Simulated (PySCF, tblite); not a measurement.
# C₅H₁₁N₃Si: geometry, infrared bands and NMR shifts

Aim: predict the infrared bands and NMR shifts of C₅H₁₁N₃Si (`CCCn1nncc1[SiH3]`).

Programs: tblite 0.8.0 and PySCF 2.14.0, with density-fitted response routines of our own. Each step states its level of theory. These are calculated values for one molecule in the gas phase, unless marked as measured. Atoms count from 0, in the outputs and in this text.

## (1) The starting structure

20 atoms, charge 0, multiplicity 1; geometry from: force field or distance geometry start.

Bonds of the start (Å): C0–C1 1.50, C1–C2 1.54, C2–N3 1.43, N3–N4 1.36, N4–N5 1.31, N5–C6 1.37, C6–C7 1.38, C7–Si8 1.85, C7–N3 1.39, C0–H9 1.10, C0–H10 1.09, C0–H11 1.10, C1–H12 1.09, C1–H13 1.10, C2–H14 1.09, C2–H15 1.08, C6–H16 1.08, Si8–H17 1.48, Si8–H18 1.48, Si8–H19 1.49.

## (2) Relaxing the molecule with GFN2-xTB

The job: settings as JSON, then the geometry in Å.

```
{"job": {"kind": "relax", "xc": "GFN2-xTB", "basis": "xTB"}, "charge": 0, "multiplicity": 1}
C     -2.825700     0.713300    -0.652700
C     -1.625200     0.481000     0.220700
C     -0.746300    -0.662700    -0.306900
N      0.413200    -0.889100     0.507000
N      0.300200    -1.739700     1.566200
N      1.472500    -1.801900     2.154400
C      2.333600    -0.986100     1.474700
C      1.697000    -0.375900     0.410600
Si     2.336000     0.815100    -0.857700
H     -3.446500     1.530100    -0.242700
H     -2.535500     0.987900    -1.669600
H     -3.464900    -0.182700    -0.706600
H     -1.039600     1.402100     0.307000
H     -1.949700     0.241500     1.245900
H     -1.327700    -1.587500    -0.344700
H     -0.421200    -0.449300    -1.318300
H      3.363800    -0.877000     1.795200
H      2.651800     0.076900    -2.105000
H      3.539300     1.505900    -0.333200
H      1.269700     1.808900    -1.147300
```

Launch:

```bash
$ OMP_NUM_THREADS=1 python probes_run.py task.json out
```

The driver reads the jobs from task.json and runs them one after another.

The program printed:

```text
step      E/eV     max force
  0    -729.05288    2.442
  1    -729.17969    0.648
  2    -729.19006    0.247
  3    -729.19600    0.189
  4    -729.20251    0.226
  5    -729.20395    0.113
  6    -729.20529    0.089
  7    -729.20630    0.112
  8    -729.20747    0.119
  9    -729.20832    0.085
 10    -729.20900    0.070
 11    -729.20954    0.060
 12    -729.21008    0.070
 13    -729.21068    0.081
 14    -729.21128    0.080
 15    -729.21174    0.058
 16    -729.21204    0.042
 17    -729.21229    0.046
 18    -729.21257    0.055
 19    -729.21290    0.055
 20    -729.21324    0.053
 21    -729.21351    0.042
 22    -729.21372    0.036
 23    -729.21391    0.035
 24    -729.21411    0.035
 25    -729.21436    0.045
 26    -729.21465    0.040
 27    -729.21499    0.048
 28    -729.21535    0.054
 29    -729.21569    0.047
 30    -729.21600    0.042
 31    -729.21625    0.032
 32    -729.21647    0.035
 33    -729.21669    0.036
 34    -729.21690    0.034
 35    -729.21708    0.027
 36    -729.21722    0.027
 37    -729.21732    0.023
 38    -729.21740    0.018
 39    -729.21747    0.018
 40    -729.21755    0.022
 41    -729.21762    0.023
 42    -729.21769    0.023
 43    -729.21775    0.024
 44    -729.21780    0.022
 45    -729.21786    0.021
 46    -729.21795    0.029
 47    -729.21808    0.033
 48    -729.21822    0.028
 49    -729.21836    0.023
 50    -729.21849    0.024
 51    -729.21859    0.025
 52    -729.21868    0.024
 53    -729.21877    0.024
 54    -729.21887    0.025
 55    -729.21903    0.030
 56    -729.21923    0.036
 57    -729.21942    0.034
 58    -729.21958    0.028
 59    -729.21972    0.031
 60    -729.21987    0.034
 61    -729.22001    0.027
 62    -729.22012    0.022
 63    -729.22022    0.023
 64    -729.22036    0.034
 65    -729.22054    0.040
 66    -729.22071    0.030
 67    -729.22081    0.021
 68    -729.22089    0.034
 69    -729.22099    0.033
 70    -729.22119    0.037
 71    -729.22142    0.032
 72    -729.22157    0.027
 73    -729.22169    0.028
 74    -729.22184    0.033
 75    -729.22207    0.038
 76    -729.22237    0.037
 77    -729.22263    0.036
 78    -729.22283    0.032
 79    -729.22301    0.030
 80    -729.22317    0.049
 81    -729.22323    0.065
 82    -729.22349    0.032
 83    -729.22363    0.018
 84    -729.22377    0.020
 85    -729.22383    0.019
 86    -729.22391    0.021
 87    -729.22399    0.018
 88    -729.22406    0.017
 89    -729.22412    0.017
 90    -729.22417    0.012
 91    -729.22422    0.013
 92    -729.22426    0.014
 93    -729.22428    0.011
 94    -729.22430    0.008
```

It took 0.6 s on 1 thread of Arm Neoverse V2, shared host.

Relaxation path: (not every step is listed)

| step | energy from step 0 (eV) | largest force (eV/Å) |
| --- | --- | --- |
| 0 | 0.0000 | 2.4423 |
| 1 | -0.1268 | 0.6476 |
| 2 | -0.1372 | 0.2466 |
| 3 | -0.1431 | 0.1893 |
| 4 | -0.1496 | 0.2260 |
| 5 | -0.1511 | 0.1126 |
| 6 | -0.1524 | 0.0887 |
| 7 | -0.1534 | 0.1118 |
| 8 | -0.1546 | 0.1194 |
| 16 | -0.1592 | 0.0415 |
| 24 | -0.1612 | 0.0353 |
| 32 | -0.1636 | 0.0352 |
| 40 | -0.1647 | 0.0221 |
| 48 | -0.1653 | 0.0285 |
| 56 | -0.1664 | 0.0356 |
| 64 | -0.1675 | 0.0342 |
| 72 | -0.1687 | 0.0266 |
| 80 | -0.1703 | 0.0495 |
| 88 | -0.1712 | 0.0166 |
| 89 | -0.1712 | 0.0167 |
| 90 | -0.1713 | 0.0124 |
| 91 | -0.1713 | 0.0126 |
| 92 | -0.1714 | 0.0136 |
| 93 | -0.1714 | 0.0108 |
| 94 | -0.1714 | 0.0078 |

Distances of close pairs at the start and the end, largest changes first:

| bond | before (Å) | after (Å) | change (Å) |
| --- | --- | --- | --- |
| N3–N4 | 1.363 | 1.324 | -0.039 |
| N4–N5 | 1.313 | 1.282 | -0.031 |
| N3–C7 | 1.386 | 1.358 | -0.028 |
| N5–C6 | 1.367 | 1.340 | -0.027 |
| Si8–H18 | 1.483 | 1.459 | -0.025 |
| Si8–H19 | 1.486 | 1.466 | -0.020 |
| C0–C1 | 1.503 | 1.522 | +0.020 |
| C0–H9 | 1.105 | 1.087 | -0.018 |

The end geometry stands in the next job.

## (3) Harmonic vibrations with GFN2-xTB

The job: settings as JSON, then the geometry in Å.

```
{"job": {"kind": "ir", "xc": "GFN2-xTB", "basis": "xTB"}, "charge": 0, "multiplicity": 1}
C     -2.758486     0.709361    -0.708267
C     -1.564774     0.449949     0.199960
C     -0.725206    -0.723182    -0.313009
N      0.420174    -0.947903     0.520426
N      0.358033    -1.785117     1.544872
N      1.482763    -1.772907     2.159837
C      2.304147    -0.914461     1.539998
C      1.639523    -0.352510     0.460098
Si     2.211775     0.866577    -0.833166
H     -3.340562     1.548639    -0.337062
H     -2.426903     0.942326    -1.717781
H     -3.404016    -0.164750    -0.750531
H     -0.937977     1.342971     0.251080
H     -1.907742     0.219954     1.210466
H     -1.321393    -1.639181    -0.296454
H     -0.387811    -0.527517    -1.334185
H      3.303480    -0.742503     1.882573
H      2.030400     0.258954    -2.155967
H      3.618213     1.156756    -0.577989
H      1.401213     2.085220    -0.747934
```

The program printed:

```text
mode    cm-1     km/mol
  1      37.5      0.68
  2      61.3      0.33
  3      91.0      0.27
  4     110.6      0.03
  5     164.1      3.58
  6     175.3      0.75
  7     231.6      0.14
  8     305.3      0.04
  9     343.4      2.77
 10     376.0      0.67
 11     476.1     19.98
 12     536.6     58.94
 13     547.1     64.92
 14     657.1     28.39
 15     685.8      0.29
 16     768.0     57.17
 17     775.7    154.41
 18     786.6     63.16
 19     789.2    123.70
 20     799.4    397.95
 21     832.1      1.05
 22     897.2      3.83
 23     939.6      6.85
 24     955.6     14.54
 25    1075.0     20.76
 26    1094.3      0.42
 27    1095.2     13.93
 28    1118.2      3.02
 29    1139.2      7.90
 30    1213.9     13.38
 31    1258.4      9.33
 32    1281.6     30.08
 33    1292.5      6.02
 34    1304.3     12.83
 35    1345.5     19.88
 36    1353.1      0.87
 37    1415.9      2.18
 38    1416.6      1.14
 39    1440.4      2.05
 40    1481.2    103.19
 41    1488.7      0.75
 42    1500.7      6.10
 43    1501.4      2.84
 44    2236.5    362.57
 45    2246.5    219.39
 46    2313.1    284.82
 47    2964.8     13.29
 48    2975.7      4.65
 49    2986.6     38.77
 50    2996.6     20.59
 51    3035.6     43.68
 52    3041.2     35.60
 53    3049.7     26.56
 54    3184.1     24.42
```

Run time: 0.71 s. Hardware: 1 thread of Arm Neoverse V2, shared host.

The strongest bands and the atoms that carry them (share of the mass-weighted mode):

| cm⁻¹ | km/mol | atoms |
| --- | --- | --- |
| 547 | 64.9 | H18 48 %, H19 28 % |
| 776 | 154.4 | H18 54 %, H17 25 %, H19 15 % |
| 789 | 123.7 | H17 33 %, H19 31 % |
| 799 | 397.9 | H19 29 %, H17 28 %, H18 21 % |
| 1481 | 103.2 | C7 46 %, C6 26 %, N3 14 % |
| 2236 | 362.6 | H17 84 %, H19 12 % |
| 2246 | 219.4 | H19 85 %, H17 13 % |
| 2313 | 284.8 | H18 97 % |

## (4) NMR shieldings: PBE0/pcSseg-1

The job, as its differences from that of step 3:

```diff
@@ -1,2 +1,2 @@
-{"job": {"kind": "ir", "xc": "GFN2-xTB", "basis": "xTB"}, "charge": 0, "multiplicity": 1}
+{"job": {"kind": "nmr", "xc": "PBE0", "basis": "pcSseg-1"}, "charge": 0, "multiplicity": 1}
 C     -2.758486     0.709361    -0.708267
```

Method: GIAO PBE0/pcSseg-1 NMR shielding, non-relativistic, gas phase.

The program printed:

```text
coarse grid: 17064 points
cycle   1  E = -650.1591811576  dE =  1.384e+00  |g| = 4.917e-01  |ddm| = 4.100e+00
cycle   2  E = -650.0866601795  dE =  7.252e-02  |g| = 7.774e-01  |ddm| = 1.059e+00
cycle   3  E = -650.2115523308  dE = -1.249e-01  |g| = 1.484e-01  |ddm| = 6.937e-01
cycle   4  E = -650.2158696745  dE = -4.317e-03  |g| = 5.170e-02  |ddm| = 1.543e-01
cycle   5  E = -650.2164874031  dE = -6.177e-04  |g| = 1.055e-02  |ddm| = 5.256e-02
cycle   6  E = -650.2165066509  dE = -1.925e-05  |g| = 5.173e-03  |ddm| = 1.363e-02
cycle   7  E = -650.2165125652  dE = -5.914e-06  |g| = 1.211e-03  |ddm| = 5.176e-03
final grid: 160040 points
cycle   8  E = -650.2657768652  dE = -4.358e-05  |g| = 8.555e-03  |ddm| = 3.816e-02
cycle   9  E = -650.2657661952  dE =  1.067e-05  |g| = 1.085e-02  |ddm| = 1.726e-02
cycle  10  E = -650.2657941981  dE = -2.800e-05  |g| = 2.376e-03  |ddm| = 1.058e-02
cycle  11  E = -650.2657955327  dE = -1.335e-06  |g| = 3.147e-04  |ddm| = 2.238e-03
cycle  12  E = -650.2657955508  dE = -1.805e-08  |g| = 1.205e-04  |ddm| = 3.090e-04
cycle  13  E = -650.2657955537  dE = -2.944e-09  |g| = 3.502e-05  |ddm| = 1.098e-04
cycle  14  E = -650.2657955540  dE = -2.231e-10  |g| = 1.046e-05  |ddm| = 3.108e-05
converged SCF energy = -650.2657955540

GIAO shielding tensors (ppm)
atom      isotropic    diamagn.    paramagn.     s11        s22        s33       span
  0 C      173.482     246.126     -72.644    165.615    166.897    187.934     22.319
  1 C      155.839     249.739     -93.899    140.656    154.243    172.618     31.962
  2 C      132.863     249.507    -116.644    106.581    127.368    164.639     58.058
  3 N      -14.838     329.413    -344.252   -175.065     18.749    111.801    286.866
  4 N     -148.304     318.398    -466.702   -402.545   -143.960    101.593    504.138
  5 N     -118.480     330.623    -449.102   -363.121   -177.116    184.798    547.919
  6 C       39.069     257.086    -218.017    -45.162     51.385    110.985    156.147
  7 C       59.349     255.556    -196.207    -13.491     38.102    153.437    166.928
  8 Si     439.385     881.729    -442.344    419.010    436.855    462.291     43.282
  9 H       30.324      27.562       2.762     25.944     27.166     37.862     11.918
 10 H       30.725      29.759       0.965     26.071     29.498     36.605     10.534
 11 H       30.600      28.489       2.111     26.036     28.704     37.059     11.022
 12 H       29.917      33.941      -4.024     24.639     31.007     34.107      9.468
 13 H       29.721      32.124      -2.403     24.719     30.029     34.417      9.698
 14 H       26.964      31.779      -4.815     22.642     27.003     31.248      8.606
 15 H       27.679      34.118      -6.439     23.093     29.571     30.373      7.279
 16 H       23.826      31.436      -7.610     21.206     22.895     27.377      6.172
 17 H       27.151      29.952      -2.801     23.404     26.140     31.909      8.506
 18 H       27.187      29.163      -1.976     22.935     25.895     32.731      9.797
 19 H       27.139      30.597      -3.458     23.091     26.884     31.443      8.352
```

It took 42 s on 1 thread of Arm Neoverse V2, shared host; peak memory 1 GiB.

Shifts follow as δ = σ(reference) − σ, with reference shieldings (ppm) from runs at the same level and on the same kind of geometry: ¹H TMS 31.72, ¹³C TMS 186.9, ²⁹Si TMS 349.2, ¹⁵N NH3 267.7. The references are single molecules in the gas phase, so shifts against H2O, NH3, PH3, H3PO4 or CFCl3 are not on the usual liquid scales and can be off by tens of ppm. Atoms listed in one row are averaged.

| atoms | environment | σ (ppm) | δ (ppm) | δ scaled to CDCl3 |
| --- | --- | --- | --- | --- |
| C6 | aromatic CH next to a ring nitrogen | 39.1 | 147.9 | 142.4 |
| C7 | substituted aromatic carbon next to a ring nitrogen | 59.3 | 127.6 | 122.6 |
| C2 | sp3 CH2 bonded to N | 132.9 | 54.1 | 50.9 |
| C1 | sp3 CH2 | 155.8 | 31.1 | 28.4 |
| C0 | methyl carbon | 173.5 | 13.4 | 11.2 |
| H16 | hydrogen on an aromatic CH next to a ring nitrogen | 23.83 | 7.89 | 7.54 |
| H17, H18, H19 | hydrogen on a silicon bonded to C | 27.16 | 4.56 | – |
| H14, H15 | hydrogen on an sp3 CH2 bonded to N | 27.32 | 4.40 | 4.25 |
| H12, H13 | hydrogen on an sp3 CH2 | 29.82 | 1.90 | 1.89 |
| H9, H10, H11 | hydrogen on a methyl carbon | 30.55 | 1.17 | 1.21 |
| N4 | pyridine-type nitrogen of an azole | -148.3 | 416.0 | – |
| N5 | pyridine-type nitrogen of an azole | -118.5 | 386.2 | – |
| N3 | pyrrole-type ring nitrogen | -14.8 | 282.6 | – |
| Si8 | silicon bonded to C, 3 H | 439.4 | -90.2 | – |

The scaled column applies a straight-line fit of computed shieldings to shifts measured in CDCl3 (root-mean-square error 0.16 ppm for H, 1.9 ppm for C).

Charges from the same density, by scheme (e):

| atoms | Mulliken | IAO | Hirshfeld | ESP fit |
| --- | --- | --- | --- | --- |
| C0 | -0.28 | -0.42 | -0.11 | -0.40 |
| C1 | -0.29 | -0.25 | -0.07 | 0.45 |
| C2 | 0.05 | -0.16 | -0.01 | -0.67 |
| N3 | -0.46 | 0.05 | 0.05 | 0.69 |
| N4 | -0.02 | -0.12 | -0.08 | -0.31 |
| N5 | -0.24 | -0.19 | -0.15 | -0.33 |
| C6 | 0.02 | -0.10 | -0.04 | 0.17 |
| C7 | -0.08 | -0.27 | -0.08 | -0.39 |
| Si8 | 0.53 | 0.60 | 0.32 | 0.26 |

Mayer bond orders: C0–C1 1.06, C1–C2 1.02, C2–N3 0.88, N3–N4 1.20, N4–N5 1.45, N5–C6 1.39, C6–C7 1.41, C7–Si8 0.90, C7–N3 1.09.

Ring of atoms N3, N4, N5, C6, C7: NICS(0) -13.0, NICS(1) -13.5, NICS(1)zz -34.0 ppm (means of both faces).

## (5) Summary of results

| quantity | value |
| --- | --- |
| strongest single infrared mode (GFN2-xTB) | 799 cm⁻¹, 398 km/mol |
| zero-point energy (GFN2-xTB) | 97.5 kcal/mol |
| ¹³C shifts against TMS (PBE0/pcSseg-1) | 147.9, 127.6, 54.1, 31.1, 13.4 ppm |
| ¹H shifts against TMS (PBE0/pcSseg-1, means over atoms taken as alike) | 7.89, 4.56, 4.40, 1.90, 1.17 ppm |
| ¹⁵N shifts against NH3 (PBE0/pcSseg-1) | 416.0, 386.2, 282.6 ppm |
| ²⁹Si shifts against TMS (PBE0/pcSseg-1) | -90.2 ppm |

The optimisation took 94 steps and gained 0.171 eV; among the close pairs (by a distance rule), N3–N4 changed most, from 1.363 to 1.324 Å. All 54 modes are real, so the xTB geometry is a minimum. The strongest single mode, at 799 cm⁻¹, is spread over several atoms, H19, H17, H18 among them. GFN2-xTB is a fitted tight-binding method: band positions and strengths are rough. Its intensities can rank the bands wrongly. At PBE0/pcSseg-1: The widest tensor belongs to N5: span 548 ppm, with a paramagnetic part of -449 ppm. NICS(1)zz of -34 ppm above the planar ring from N3 marks a diatropic (aromatic) ring current.
